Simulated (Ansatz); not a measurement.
# CH6AlFSSi: one species, many methods

The task here is to estimate one member of a computed series from the others.

Computed with Ansatz 0.2.0, Gaussian basis. Level: functionals in def2-TZVPP, the program's frozen cores in correlated methods.

Levels to be run: LDA (SPW92), PBE-D4, revPBE-D4, BLYP-D4, r2SCAN-D4, B97M-V, PBE0-D4, B3LYP-D4, r2SCANh-D4, r2SCAN0-D4, HSE06-D4, BHLYP-D4, CAM-B3LYP-D4, LC-ωPBE, ωB97X-V, ωB97M-V, B2PLYP, PBE-QIDH; CCSD(T)/def2-SVP; CCSD(T)/def2-TZVPP; MP2/def2-QZVPP; extrapolation to the limit; RPA on PBE.

### The relaxed structure

All runs share one geometry, relaxed beforehand with PBE0-D4 in a triple-zeta def2 set.

SMILES `F[CH](S)[AlH][SiH3]`, 11 atoms, charge 0, spin multiplicity 1.

Atoms are counted from 1 here; the program's logs count them from 0.

Bond lengths: F1–C2 1.366 Å, C2–S3 1.855 Å, C2–Al4 1.974 Å, C2–H6 1.095 Å, S3–H7 1.348 Å, Al4–Si5 2.448 Å, Al4–H8 1.585 Å, Si5–H9 1.491 Å, Si5–H10 1.491 Å, Si5–H11 1.494 Å. Angles: F1–C2–S3 111.8°, F1–C2–Al4 127.4°, F1–C2–H6 109.2°, S3–C2–Al4 83.3°, S3–C2–H6 102.7°, Al4–C2–H6 116.1°, C2–S3–H7 95.7°, C2–Al4–Si5 116.8°, C2–Al4–H8 115.5°, Si5–Al4–H8 127.7°, Al4–Si5–H9 112.0°, Al4–Si5–H10 112.6°, Al4–Si5–H11 110.5°, H9–Si5–H10 107.3°, H9–Si5–H11 107.1°, H10–Si5–H11 107.1°.

Set-up of the first run:

Contents of in.yaml:

```yaml
crystal:
  periodic: [false, false, false]
  atoms:
    - {symbol: F, position_ang: [1.366362, -0.218830, 2.107791]}
    - {symbol: C, position_ang: [0.046693, -0.400094, 1.806498]}
    - {symbol: S, position_ang: [-0.847149, 1.215247, 1.625293]}
    - {symbol: Al, position_ang: [-0.738443, -0.769122, 0.033185]}
    - {symbol: Si, position_ang: [0.487369, 0.069890, -1.912463]}
    - {symbol: H, position_ang: [-0.457854, -0.860218, 2.661935]}
    - {symbol: H, position_ang: [-0.026576, 1.718235, 0.681199]}
    - {symbol: H, position_ang: [-2.080294, -1.612392, 0.043906]}
    - {symbol: H, position_ang: [1.374570, -0.970923, -2.506217]}
    - {symbol: H, position_ang: [-0.417515, 0.550987, -2.994831]}
    - {symbol: H, position_ang: [1.358235, 1.220421, -1.525694]}
basis:
  gaussian: {orbitals: def2-TZVPP}
hamiltonian: {xc: lda}
output: {orbitals: {seedname: orbitals}}
```

Among the steps run: LDA; PBE-D4 (GGA); revPBE-D4 (GGA); BLYP-D4 (GGA); r2SCAN-D4 (meta-GGA); B97M-V (meta-GGA); PBE0-D4 (hybrid); B3LYP-D4 (hybrid); r2SCANh-D4 (hybrid); r2SCAN0-D4 (hybrid); HSE06-D4 (hybrid); BHLYP-D4 (hybrid); CAM-B3LYP-D4 (range-separated); LC-ωPBE (range-separated); ωB97X-V (range-separated); ωB97M-V (range-separated); B2PLYP (double hybrid); PBE-QIDH (double hybrid).

One of the session's tables, all rows but one given; the rest of the session is left out.

It belongs to the step «Frontier levels by functional». 

| functional | HOMO (eV) | gap (eV) |
| --- | --- | --- |
| LDA (SPW92) | -6.32 | 4.22 |
| PBE-D4 | -6.19 | 4.29 |
| revPBE-D4 | -6.13 | 4.32 |
| BLYP-D4 | -6.06 | 4.32 |
| r2SCAN-D4 | -6.44 | 4.77 |
| B97M-V | -6.52 | 4.70 |
| PBE0-D4 | -7.41 | 6.23 |
| B3LYP-D4 | -7.20 | 5.87 |
| r2SCANh-D4 | ? | ? |
| r2SCAN0-D4 | -7.58 | 6.53 |
| HSE06-D4 | -7.01 | 5.47 |
| BHLYP-D4 | -8.52 | 8.15 |
| CAM-B3LYP-D4 | -8.72 | 8.52 |
| LC-ωPBE | -10.02 | 10.83 |
| ωB97X-V | -9.69 | 10.41 |
| ωB97M-V | -9.53 | 9.97 |

**Question.** Estimate the row for r2SCANh-D4.

Worked estimate for «HOMO (eV)». Against the share of exact exchange, r2SCAN-D4 (0, -6.44), r2SCAN0-D4 (0.25, -7.58) give a slope of -4.56 per unit share; at 0.1 the line stands at -6.90.

**Answer.** HOMO (eV): -6.90; gap (eV): 5.48. In «HOMO (eV)» the line misses by 0.00.
